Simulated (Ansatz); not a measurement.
# GaAs: the cost of one run

Program: Ansatz 0.2.0. Level of theory: DFT HSE06, spin-orbit coupling, plane waves, PAW. These are calculated values, not measurements.

## 1. The system as given

It takes space group F-43m (No. 216, cubic). The conventional cell has a = 5.653 Å, b = 5.653 Å, c = 5.653 Å, α = 90.00°, β = 90.00°, γ = 90.00°. Around Ga (site symmetry -43m) lie 4 As at 2.45 Å. As (site symmetry -43m) has 4 Ga at 2.45 Å as nearest neighbours.

Structure file:

```
Ga As
1.0
     0.00000    2.82665    2.82665
     2.82665    0.00000    2.82665
     2.82665    2.82665    0.00000
Ga As
1 1
Direct
  0.00000 0.00000 0.00000
  0.25000 0.25000 0.25000
```

The structure rests on an entry of the Crystallography Open Database; cell or positions may have been set otherwise for this series.

## 2. Single point: GaAs

The input, input.yaml:

```yaml
crystal:
  lattice:
    - [0.0, 2.82665, 2.82665]
    - [2.82665, 0.0, 2.82665]
    - [2.82665, 2.82665, 0.0]
  atoms:
    - { symbol: Ga, position: [0.0, 0.0, 0.0] }
    - { symbol: As, position: [0.25, 0.25, 0.25] }
scf:
  occupations: { method: gaussian, width: 0.03 }
output:
  eigenstates:
    kpoints:
      - [0.0, 0.0, 0.0]
      - [0.005, 0.005, 0.0]
      - [0.01, 0.01, 0.0]
      - [0.015, 0.015, 0.0]
      - [0.02, 0.02, 0.0]
      - [0.025, 0.025, 0.0]
      - [0.03, 0.03, 0.0]
      - [0.035, 0.035, 0.0]
      - [0.04, 0.04, 0.0]
      - [0.004, 0.004, 0.004]
      - [0.008, 0.008, 0.008]
      - [0.012, 0.012, 0.012]
      - [0.016, 0.016, 0.016]
      - [0.02, 0.02, 0.02]
      - [0.024, 0.024, 0.024]
      - [0.028, 0.028, 0.028]
      - [0.032, 0.032, 0.032]
      - [0.008, 0.004, 0.004]
      - [0.016, 0.008, 0.008]
      - [0.024, 0.012, 0.012]
      - [0.032, 0.016, 0.016]
      - [0.04, 0.02, 0.02]
      - [0.048, 0.024, 0.024]
      - [0.056, 0.028, 0.028]
      - [0.064, 0.032, 0.032]
      - [0.5, 0.5, 0.5]
      - [0.5, 0.5, 0.0]
hamiltonian:
  xc: hse06
kpoints:
  mp_grid: { grid: [6, 6, 6] }
magnetization:
  noncollinear: true
  spin_orbit: true
```

Command:

```bash
ansatz run input.yaml --threads 8 --pin off --max-ram 20480MiB --backend cpu --events-out ev --progress --plain --runs-dir out
```

**Question.** How long does this run take on 8 threads of Intel Xeon 6975P-C (Granite Rapids), shared host, and how much memory does it need?

About 5 min, with a peak of 2.7 GiB.
